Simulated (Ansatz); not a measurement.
**ClH₂OSn radical: basis-set convergence**

The task here is to estimate one member of a computed series from the others.

Program: Ansatz 0.2.0, Gaussian basis. Level of theory: one geometry, several basis sets. These are calculated values, not measurements.

Plan: PBE0-D4/def2-SVP; ωB97M-V/def2-SVP; PBE0-D4/def2-QZVPP; ωB97M-V/def2-QZVPP; the functionals' def2-TZVPP values are taken from earlier runs.

**Structure used throughout**

The geometry comes from an earlier relaxation with PBE0-D4 in a triple-zeta def2 set; it is a stationary point. Sn takes the def2 core potential; no spin-orbit term is included.

SMILES `[OH][SnH][Cl]`, 5 atoms, charge 0, spin multiplicity 2.

Atoms are counted from 1 here; the program's logs count them from 0.

Bond lengths: O1–Sn2 1.964 Å, O1–H4 0.962 Å, Sn2–Cl3 2.353 Å, Sn2–H5 1.737 Å. Angles: Sn2–O1–H4 113.5°, O1–Sn2–Cl3 105.0°, O1–Sn2–H5 104.0°, Cl3–Sn2–H5 108.1°.

The first run:

in.yaml

```yaml
crystal:
  periodic: [false, false, false]
  atoms:
    - {symbol: O, position_ang: [-1.283560, 0.069705, -0.537273]}
    - {symbol: Sn, position_ang: [0.678746, 0.118807, -0.475730]}
    - {symbol: Cl, position_ang: [1.263276, -1.237750, 1.355584]}
    - {symbol: H, position_ang: [-1.653254, -0.790541, -0.318163]}
    - {symbol: H, position_ang: [1.044693, 1.766179, -0.065818]}
basis:
  gaussian: {orbitals: def2-SVP}
magnetization: {spin_polarized: true, initial_magnetization: 1}
hamiltonian: {xc: pbe0, dispersion: d4}
output: {orbitals: {seedname: orbitals}}
```

Steps of the session up to this table: PBE0-D4 in def2-SVP; ωB97M-V in def2-SVP; PBE0-D4 in def2-QZVPP; ωB97M-V in def2-QZVPP.

One of the session's tables, all rows but one given; the rest of the session is left out.

It belongs to the step «Density functionals: the series». 

```
functional       basis  HOMO (eV)  LUMO (eV)
   PBE0-D4    def2-SVP      -6.66      -3.76
   PBE0-D4  def2-TZVPP      -6.84      -3.89
   PBE0-D4  def2-QZVPP      -6.87      -3.93
   ωB97M-V    def2-SVP          ?          ?
   ωB97M-V  def2-TZVPP      -8.87      -2.14
   ωB97M-V  def2-QZVPP      -8.91      -2.21
```

Estimate the missing values for ωB97M-V, def2-SVP.

As computed: HOMO (eV): -8.65; LUMO (eV): -1.93. In the column «HOMO (eV)» it lies between ωB97M-V, def2-TZVPP (-8.87) and PBE0-D4, def2-QZVPP (-6.87).
